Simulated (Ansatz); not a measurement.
# SZr: the cost of one run

Program: Ansatz 0.2.0, Gaussian basis. Level of theory: def2-QZVPP, core rule «outside noble gas», up to 9 orbitals frozen. These are calculated values, not measurements.

The runs, in order: UHF; ROHF; CCSD(T) on UHF.

## (1) The system

The geometry is a PBE0/def2-TZVP stationary point (not a proven minimum) of the parent state, kept for this charge and spin. No spin-orbit coupling is included. Elements past krypton take def2 core potentials.

2 atoms, charge 0, spin multiplicity 3.

Atoms are counted from 1 here; the program's logs count them from 0.

Bond lengths: Zr1–S2 2.454 Å.

Geometry (Å):

| atom | x (Å) | y (Å) | z (Å) |
| --- | --- | --- | --- |
| Zr1 | 0.00000 | 0.00000 | 0.00000 |
| S2 | 0.00000 | 0.00000 | 2.45420 |

## (2) UHF

in.yaml

```yaml
crystal:
  periodic: [false, false, false]
  atoms:
    - {symbol: Zr, position_ang: [0.000000, 0.000000, 0.000000]}
    - {symbol: S, position_ang: [0.000000, 0.000000, 2.454200]}
basis:
  gaussian: {orbitals: "def2-QZVPP.json"}
magnetization: {spin_polarized: true, initial_magnetization: 2}
hamiltonian: {xc: hf}
output: {orbitals: {seedname: orbitals}}
```

On the command line:

```sh
$ ansatz run in.yaml --threads 1 --pin off --events-out ev --progress --plain --max-ram 4096MiB --backend cpu
```

What time and memory should one allow on 1 thread of AMD EPYC 7R13, shared host?

About 64 s, with a peak of 0.39 GiB.
